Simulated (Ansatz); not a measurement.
Write a Python script for the Python package of Ansatz (0.2.0) that makes a convergence test of the k-point mesh of Cu, space group P6_3/mmc. Settings (first run): PBEsol, PAW, the default cutoff (420 eV here), 3×3×2 k-points, Methfessel-Paxton smearing of 0.05 eV. The script varies spacing (1/A): 1.0, 0.6, 0.4, 0.3.

```yaml
crystal:
  lattice:
    - [2.53410, 0.00000, 0.00000]
    - [-1.26705, 2.19459, 0.00000]
    - [0.00000, 0.00000, 4.11257]
  atoms:
    - { symbol: Cu, position: [0.33333, 0.66667, 0.25000] }
    - { symbol: Cu, position: [0.66667, 0.33333, 0.75000] }
```

Script `run_kconv.py`:
```python
"""k-point test for Cu."""

import ansatz as az
import pandas as pd

cu = (
    az.Lattice.of([2.534097, 0.0, 0.0], [-1.267048, 2.194592, 0.0], [0.0, 0.0, 4.112571])
    .atom("Cu", [1 / 3, 2 / 3, 0.25])
    .atom("Cu", [2 / 3, 1 / 3, 0.75])
)

job = (
    cu.calculation()
    .functional(az.Functional.PBESOL)
    .accuracy("medium")
    .pseudopotentials("paw")
    .eigensolver("davidson", mixed_precision=False)
    .mixing("anderson", beta=0.1)
    .scf(tolerance=1e-06)
    .occupations(az.OccupationsMethod.METHFESSEL_PAXTON, width=0.05)  # the run then minimises F = E - TS
    .stress()  # GPa
)

rows = []
for value in [1.0, 0.6, 0.4, 0.3]:
    report = job.kpoints(spacing=value).run(threads=1).report
    rows.append((value, report["free_energy_ev"] / len(report["lattice"]["sites"]), report["n_iterations"], sum(report["stress_gpa"][i][i] for i in range(3)) / 3, report["n_kpoints"]))

table = pd.DataFrame(rows, columns=["spacing (1/A)", "F/atom (eV)", "iterations", "P (GPa)", "k-points"])
print(table.round(5).to_string(index=False))

# the last row is the reference
for row in rows[:-1]:
    shift = 1000 * (row[1] - rows[-1][1])
    print(f"{row[0]}: {shift:+.2f} meV/atom" + ("  (within 2 meV)" if abs(shift) < 2 else ""))
```

`python run_kconv.py` gives:
```text
DeckWarning: basis.ecutwfc = 420 eV, auto-derived from the records' recommended cutoffs: set by Cu (normal level)
DeckWarning: output.stress: scf.convergence.dr2_threshold = 1e-6 eV is looser than the 2e-10 eV advised for a printed stress (1e-10 eV for each atom of the cell: 2). What an SCF threshold leaves in a stress goes as its square root, and in the free energy as [...]
 spacing (1/A)  F/atom (eV)  iterations  P (GPa)  k-points
           1.0  -6588.87185          14 -2.53353         6
           0.6  -6588.82979           6 -2.07182        10
           0.4  -6588.74622           7 -1.48602        30
           0.3  -6588.75373           7 -1.39057        56
1.0: -118.13 meV/atom
0.6: -76.06 meV/atom
0.4: +7.50 meV/atom
```
(Warnings from the package without file and line, shortened.)

What to keep in mind:
- Pressure is positive in compression.
- This isn't the structure that Cu takes at ambient conditions.
- Shifts are counted from the finest mesh, which is itself no proven limit.
- Hardware and time: 5.4 s on 1 thread of Intel(R) Xeon(R) Processor @ 2.30GHz, on a shared host, peak memory 0.51 GiB.
